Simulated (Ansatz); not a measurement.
Consider cell relaxations under several functionals of LiInPt, space group P-6m2 (the Python package of Ansatz (0.2.0)).

The script reads `liinpt.xyz`:
```text
3
Lattice="4.43983484 0.0 0.0 -2.21991742 3.84500976 0.0 0.0 0.0 2.920602" Properties=species:S:1:pos:R:3 pbc="T T T"
Li    0.00000000    0.00000000    0.00000000
In   -0.00000002    2.56333985    1.46030100
Pt    2.21991744    1.28166991    0.00000000
```

`run_lattice.py`
```python
'''Relaxed cell of LiInPt under several functionals.'''

import warnings

import ansatz as az
import numpy as np

def edges_and_angles(cell):
    cell = np.asarray(cell)
    a, b, c = np.linalg.norm(cell, axis=1)
    cosines = cell[1] @ cell[2] / (b * c), cell[0] @ cell[2] / (a * c), cell[0] @ cell[1] / (a * b)
    return (a, b, c, *np.degrees(np.arccos(cosines)))

warnings.simplefilter('ignore', az.DeckWarning)

liinpt = az.Crystal.from_extxyz('liinpt.xyz')

calculation = (
    liinpt.calculation()
    .basis(420)
    .kpoints(length=32)
    .occupations(az.OccupationsMethod.FERMI_DIRAC)
    .relax(cell=True)
)

levels = [('lda', 'none'), ('blyp', 'd3bj'), ('pbesol', 'none')]
print('level            a       b       c    alpha   beta  gamma  V/atom  steps')
for name, dispersion in levels:
    seen = []
    run = calculation.functional(name, dispersion=dispersion).session().plan()
    done = run.execute(on_event=lambda e: seen.append(e) if e['event'] == 'relax_step' else None)
    cell = done.lattice.cell_ang
    label = name if dispersion == 'none' else f'{name}+{dispersion}'
    print('{:13s} {:7.4f} {:7.4f} {:7.4f} {:6.2f} {:6.2f} {:6.2f}'.format(label, *edges_and_angles(cell)), f'{abs(np.linalg.det(cell)) / len(done.lattice.sites):7.3f} {len(seen):5d}')
```

Rank the levels of theory by the volume of the relaxed cell.

From smallest to largest: LDA (15.25 Å³ an atom, -8.2 % against the start), BLYP+D3BJ (15.53 Å³ an atom, -6.6 % against the start) and PBEsol (15.74 Å³ an atom, -5.3 % against the start). The spread is 3.2 % in volume.

The run itself:

```console
$ python run_lattice.py
level            a       b       c    alpha   beta  gamma  V/atom  steps
lda            4.3256  4.3256  2.8232  90.00  90.00 120.00  15.249     6
blyp+d3bj      4.3286  4.3286  2.8713  90.00  90.00 120.00  15.531     5
pbesol         4.3757  4.3757  2.8480  90.00  90.00 120.00  15.742     6
```

Forces vanish by symmetry, so the ions can't move, and the end may be a saddle. BLYP and dispersion corrections can be off by several per cent in the lattices of metals, and by several GPa in the pressure at a fixed cell. Spin-orbit coupling, which matters for elements this heavy, is left out. This cell is a computed structure, which may not be the phase found in nature. Hardware and time: 100 s on 1 thread of Arm Neoverse V1 (shared host), peak memory 0.5 GiB.
